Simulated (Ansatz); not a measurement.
# BH4NO2: small, medium and large basis sets

One table from this session's results is given with a row withheld; the runs are named, their logs left out.

Computed with Ansatz 0.2.0, Gaussian basis. Level: one geometry, several basis sets.

Plan: PBE0-D4/def2-SVP; ωB97M-V/def2-SVP; PBE0-D4/def2-QZVPP; ωB97M-V/def2-QZVPP; CCSD(T)/cc-pV(D+d)Z; CCSD(T)/cc-pV(T+d)Z; CCSD(T)/cc-pV(Q+d)Z; the functionals' def2-TZVPP values are taken from earlier runs.

## The geometry

An earlier PBE0-D4 in a triple-zeta def2 set relaxation fixed the geometry.

SMILES `NB(O)O`, 8 atoms, charge 0, spin multiplicity 1.

Atoms are counted from 1 here; the program's logs count them from 0.

Bond lengths: N1–B2 1.411 Å, N1–H5 1.002 Å, N1–H6 1.004 Å, B2–O3 1.371 Å, B2–O4 1.379 Å, O3–H7 0.959 Å, O4–H8 0.957 Å. Angles: B2–N1–H5 124.8°, B2–N1–H6 120.9°, H5–N1–H6 114.3°, N1–B2–O3 118.3°, N1–B2–O4 123.9°, O3–B2–O4 117.8°, B2–O3–H7 111.3°, B2–O4–H8 114.5°.

The first run:

in.yaml reads:

```yaml
crystal:
  periodic: [false, false, false]
  atoms:
    - {symbol: N, position_ang: [-0.648555, 0.946973, 0.045105]}
    - {symbol: B, position_ang: [0.242658, -0.143432, -0.047959]}
    - {symbol: O, position_ang: [1.544764, 0.109468, -0.395023]}
    - {symbol: O, position_ang: [-0.115953, -1.452990, 0.190292]}
    - {symbol: H, position_ang: [-1.617692, 0.874287, 0.288798]}
    - {symbol: H, position_ang: [-0.338341, 1.883743, -0.137729]}
    - {symbol: H, position_ang: [2.059716, -0.698890, -0.428598]}
    - {symbol: H, position_ang: [-1.034597, -1.576458, 0.429414]}
basis:
  gaussian: {orbitals: def2-SVP}
hamiltonian: {xc: pbe0, dispersion: d4}
output: {orbitals: {seedname: orbitals}}
```

Started as:

```
$ ansatz run in.yaml --threads 2 --pin off --events-out ev --progress --plain --max-ram 32768MiB --backend cpu
```

Among the steps run: PBE0-D4 in def2-SVP; ωB97M-V in def2-SVP; PBE0-D4 in def2-QZVPP; ωB97M-V in def2-QZVPP.

One of the session's tables, all rows but one given; the rest of the session is left out.

It belongs to the step «Density functionals: the series». 

| functional | basis | HOMO (eV) | LUMO (eV) |
| --- | --- | --- | --- |
| PBE0-D4 | def2-SVP | -7.26 | 1.48 |
| PBE0-D4 | def2-TZVPP | -7.59 | 0.57 |
| PBE0-D4 | def2-QZVPP | -7.66 | 0.28 |
| ωB97M-V | def2-SVP | -9.67 | 3.09 |
| ωB97M-V | def2-TZVPP | -10.01 | 1.91 |
| ωB97M-V | def2-QZVPP | ? | ? |

Estimate the missing values for ωB97M-V, def2-QZVPP.

The run gave: HOMO (eV): -10.07; LUMO (eV): 1.44. In the column «HOMO (eV)» it is the lowest.
